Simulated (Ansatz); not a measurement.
# C2H6AlBO: one species, many methods

The task here is to estimate one member of a computed series from the others.

Method: functionals in def2-TZVPP, the program's frozen cores in correlated methods; program: Ansatz 0.2.0, Gaussian basis.

Levels to be run: PBE-D4, r2SCAN-D4, PBE0-D4, B3LYP-D4, ωB97X-V, ωB97M-V, B2PLYP; CCSD(T)/def2-TZVPP; MP2/def2-QZVPP; extrapolation to the limit.

## The geometry

An earlier PBE0-D4 in a triple-zeta def2 set relaxation fixed the geometry.

SMILES `[AlH2][O]B1CC1`, 11 atoms, charge 0, spin multiplicity 1.

Atoms are counted from 1 here; the program's logs count them from 0.

Bond lengths: Al1–O2 1.685 Å, Al1–H6 1.576 Å, Al1–H7 1.576 Å, O2–B3 1.323 Å, B3–C4 1.524 Å, B3–C5 1.524 Å, C4–C5 1.574 Å, C4–H8 1.087 Å, C4–H9 1.087 Å, C5–H10 1.087 Å, C5–H11 1.087 Å. Angles: O2–Al1–H6 117.1°, O2–Al1–H7 117.1°, H6–Al1–H7 125.8°, Al1–O2–B3 179.8°, O2–B3–C4 148.9°, O2–B3–C5 148.9°, C4–B3–C5 62.1°, B3–C4–C5 58.9°, B3–C4–H8 121.2°, B3–C4–H9 121.1°, C5–C4–H8 116.3°, C5–C4–H9 116.3°, H8–C4–H9 112.4°, B3–C5–C4 58.9°, B3–C5–H10 121.2°, B3–C5–H11 121.1°, C4–C5–H10 116.3°, C4–C5–H11 116.3° and more.

The first run:

File in.yaml:

```yaml
crystal:
  periodic: [false, false, false]
  atoms:
    - {symbol: Al, position_ang: [-1.236388, 2.478221, -0.161153]}
    - {symbol: O, position_ang: [-0.481956, 0.975206, -0.060793]}
    - {symbol: B, position_ang: [0.107682, -0.206130, 0.015781]}
    - {symbol: C, position_ang: [0.344749, -1.499347, 0.787161]}
    - {symbol: C, position_ang: [1.034898, -1.245297, -0.603913]}
    - {symbol: H, position_ang: [-0.464971, 3.710650, 0.447401]}
    - {symbol: H, position_ang: [-2.650713, 2.526721, -0.855188]}
    - {symbol: H, position_ang: [-0.407296, -2.283428, 0.815799]}
    - {symbol: H, position_ang: [1.001672, -1.524173, 1.652661]}
    - {symbol: H, position_ang: [2.113926, -1.116192, -0.590041]}
    - {symbol: H, position_ang: [0.703796, -1.873230, -1.426914]}
basis:
  gaussian: {orbitals: def2-TZVPP}
hamiltonian: {xc: pbe, dispersion: d4}
output: {forces: true, orbitals: {seedname: orbitals}}
```

Launch:

```sh
$ ansatz run in.yaml --threads 4 --pin off --events-out ev --progress --plain --max-ram 10444MiB
```

Among the steps run: PBE-D4 (GGA); r2SCAN-D4 (meta-GGA); PBE0-D4 (hybrid); B3LYP-D4 (hybrid); ωB97X-V (range-separated); ωB97M-V (range-separated); B2PLYP (double hybrid); CCSD(T) in def2-TZVPP; MP2 in def2-QZVPP.

One of the session's tables, all rows but one given; the rest of the session is left out.

It belongs to the step «Atomisation energies». 

| method | atomisation energy (kJ/mol) |
| --- | --- |
| PBE-D4 | ? |
| r2SCAN-D4 | 4261.1 |
| PBE0-D4 | 4240.7 |
| B3LYP-D4 | 4231.7 |
| ωB97X-V | 4241.9 |
| ωB97M-V | 4249.4 |
| B2PLYP | 4195.2 |
| HF/def2-TZVPP | 3191.3 |
| MP2/def2-TZVPP | 4205.6 |
| CCSD/def2-TZVPP | 4063.6 |
| CCSD(T)/def2-TZVPP | 4118.6 |
| MP2/CBS | 4306.1 |
| CCSD(T)/CBS | 4219.1 |

Estimate the missing values for PBE-D4.

As computed: atomisation energy (kJ/mol): 4301.5. In the column «atomisation energy (kJ/mol)» it lies between r2SCAN-D4 (4261.1) and MP2/CBS (4306.1).
